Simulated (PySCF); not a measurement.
A run of PySCF 2.14.0:

File run.py:

```python
import json
import numpy as np
from pyscf.pbc import gto, scf, dft, df
from pyscf.pbc.tools import pyscf_ase
from ase.io import read

atoms = read('P.cif')
cell = pyscf_ase.cell_from_ase(atoms)
cell.basis = 'def2-svp'
cell.exp_to_discard = 0
cell.precision = 1e-08
cell.max_memory = 2520  # MB
cell.verbose = 4
cell.build()

res = {}
kpts = cell.make_kpts([1, 1, 1])
mf = dft.KRKS(cell, kpts, xc='GGA_X_SOGGA11,GGA_C_SOGGA11')
mf = mf.density_fit()
mf.with_df._cderi = 'cderi.h5'  # three-centre integrals saved by an earlier run on this cell, basis and mesh
mf.conv_tol = 1e-07
mf.max_cycle = 60

mf.kernel()
res.update(converged=bool(mf.converged), e_tot=mf.e_tot, nelec=cell.nelectron, nao=cell.nao, mesh=list(map(int, cell.mesh)), a=cell.lattice_vectors().tolist(), coords=cell.atom_coords().tolist(),
           mo_energy=[np.real(x).tolist() for x in mf.mo_energy], mo_occ=[np.real(x).tolist() for x in mf.mo_occ])
res.update(kpts=cell.get_scaled_kpts(kpts).tolist())
res['parts'] = {k: float(np.real(v)) for k, v in mf.scf_summary.items() if np.isscalar(v)}
json.dump(res, open('results.json', 'w'))
if not mf.converged:
    raise SystemExit('SCF not converged')

print('levels (eV)')
for i, kp in enumerate(res['kpts'][:40]):
    print('k %7.4f %7.4f %7.4f  ' % tuple(kp), ' '.join('%.3f' % (x * 27.211386) for x in res['mo_energy'][i][:20]))

# Mulliken populations
dm, s = np.asarray(mf.make_rdm1()), np.asarray(mf.get_ovlp())
sites = cell.aoslice_by_atom()[:, 2:]
tot = np.einsum('kij,kji->i', dm, s).real / len(kpts)
res['mulliken'] = [cell.atom_charge(i) - tot[a0:a1].sum() for i, (a0, a1) in enumerate(sites)]
print('Mulliken charges', np.round(res['mulliken'], 5))
res['meta_lowdin'] = mf.mulliken_meta()[1].tolist()
res['done'] = True
json.dump(res, open('results.json', 'w'))
```

The input P.cif:

```cif
data_P
_cell_length_a 9.00000000
_cell_length_b 9.00000000
_cell_length_c 11.00000000
_cell_angle_alpha 90.00000000
_cell_angle_beta 90.00000000
_cell_angle_gamma 90.00000000
_space_group_name_H-M_alt 'P1'
_space_group_name_Hall 'P 1'
_space_group_IT_number 1
loop_
_space_group_symop_operation_xyz
'x,y,z'
loop_
_atom_site_label
_atom_site_type_symbol
_atom_site_symmetry_multiplicity
_atom_site_Wyckoff_symbol
_atom_site_fract_x
_atom_site_fract_y
_atom_site_fract_z
_atom_site_occupancy
P1 P 1 a 0.5014444400 0.5023333300 0.4170272700 1
P2 P 1 a 0.5014444400 0.5023333300 0.5891545500 1
```

Potentials or basis: def2-svp (all-electron).

The run is started by

```bash
$ OMP_NUM_THREADS=2 python -u run.py > log
```

Hardware: 2 threads of Intel(R) Xeon(R) Processor @ 2.70GHz, with other jobs on the host.

Q: How long does it take, and how much memory?

A: Wall time 3.5 s on 2 threads of Intel(R) Xeon(R) Processor @ 2.70GHz, on a shared host, peak memory 0.55 GiB. Counts: scf iterations 5, basis 36, k points 1.
